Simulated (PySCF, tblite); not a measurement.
**C₄H₁₀BrFSi: geometry, infrared bands and NMR shifts**

Aim: predict the infrared bands and NMR shifts of C₄H₁₀BrFSi (`CC[C@@H](C)[Si@@H](F)Br`).

Programs: tblite 0.8.0 and PySCF 2.14.0, with density-fitted response routines of our own. Each step states its level of theory. These are calculated values for one molecule in the gas phase, unless marked as measured. Atoms count from 0, in the outputs and in this text.

## 1. The starting structure

17 atoms, charge 0, multiplicity 1; geometry from: force field or distance geometry start.

Bonds of the start (Å): C0–C1 1.53, C1–C2 1.53, C2–C3 1.54, C2–Si4 1.91, Si4–F5 1.61, Si4–Br6 2.21, C0–H7 1.10, C0–H8 1.09, C0–H9 1.09, C1–H10 1.11, C1–H11 1.10, C2–H12 1.08, C3–H13 1.09, C3–H14 1.10, C3–H15 1.11, Si4–H16 1.49.

## 2. Geometry optimisation with GFN2-xTB

The job: settings as JSON, then the geometry in Å.

```
{"job": {"kind": "relax", "xc": "GFN2-xTB", "basis": "xTB"}, "charge": 0, "multiplicity": 1}
C      2.115600     0.374900     0.098500
C      0.820900    -0.104900     0.758000
C     -0.307700    -0.440400    -0.218900
C     -1.397400    -1.247000     0.501400
Si    -1.056700     1.058100    -1.139900
F     -2.218900     0.511800    -2.115300
Br    -1.925300     2.496700     0.293000
H      2.905900     0.489900     0.851500
H      1.977900     1.349100    -0.376900
H      2.447700    -0.336800    -0.651400
H      1.076100    -1.018600     1.329700
H      0.496500     0.629400     1.508600
H      0.089300    -1.086300    -0.995000
H     -2.198300    -1.554900    -0.172600
H     -0.971000    -2.162100     0.932800
H     -1.847500    -0.686200     1.345900
H     -0.014000     1.739400    -1.959400
```

Started as:

```sh
OMP_NUM_THREADS=1 python probes_run.py task.json out
```

The driver reads the jobs from task.json and runs them one after another.

**Question.** This job is followed by: GFN2-xTB harmonic vibrations, gas phase; GIAO PBE0/pcSseg-1 NMR shielding, non-relativistic, gas phase. Predict these results of the whole session: strongest single infrared mode (GFN2-xTB); zero-point energy (GFN2-xTB); 13C shifts against TMS (PBE0/pcSseg-1); 1H shifts against TMS (PBE0/pcSseg-1, means over atoms taken as alike); 29Si shifts against TMS (PBE0/pcSseg-1); 19F shifts against CFCl3 (PBE0/pcSseg-1); 79Br shifts against HBr (PBE0/pcSseg-1); surface potential, 1st and 99th percentile.

As calculated:

| quantity | value |
| --- | --- |
| strongest single infrared mode (GFN2-xTB) | 703 cm⁻¹, 251 km/mol |
| zero-point energy (GFN2-xTB) | 84.0 kcal/mol |
| 13C shifts against TMS (PBE0/pcSseg-1) | 31.8, 30.6, 16.8, 15.9 ppm |
| 1H shifts against TMS (PBE0/pcSseg-1, means over atoms taken as alike) | 5.94, 1.65, 1.47, 1.27, 1.26, 0.99 ppm |
| 29Si shifts against TMS (PBE0/pcSseg-1) | 30.0 ppm |
| 19F shifts against CFCl3 (PBE0/pcSseg-1) | -170.8 ppm |
| 79Br shifts against HBr (PBE0/pcSseg-1) | -23 ppm |
| surface potential, 1st and 99th percentile | -1.01 V and 1.18 V |

What this shows: Over 76 steps the energy fell by 0.112 eV; of the close pairs, Si4–H16 changed most, 1.491 to 1.446 Å. No mode is imaginary among the 45: a minimum at this level. The strongest single mode, at 703 cm⁻¹, is carried by H16, Si4, C2. Unscaled tight-binding wavenumbers are off by several per cent, some by more. Its intensities can rank the bands wrongly. At PBE0/pcSseg-1: The largest span, 581 ppm, is at Br6, where the paramagnetic term is -481 ppm. Spin-orbit coupling is left out, which matters for shieldings and couplings at and beside the heavy atoms.
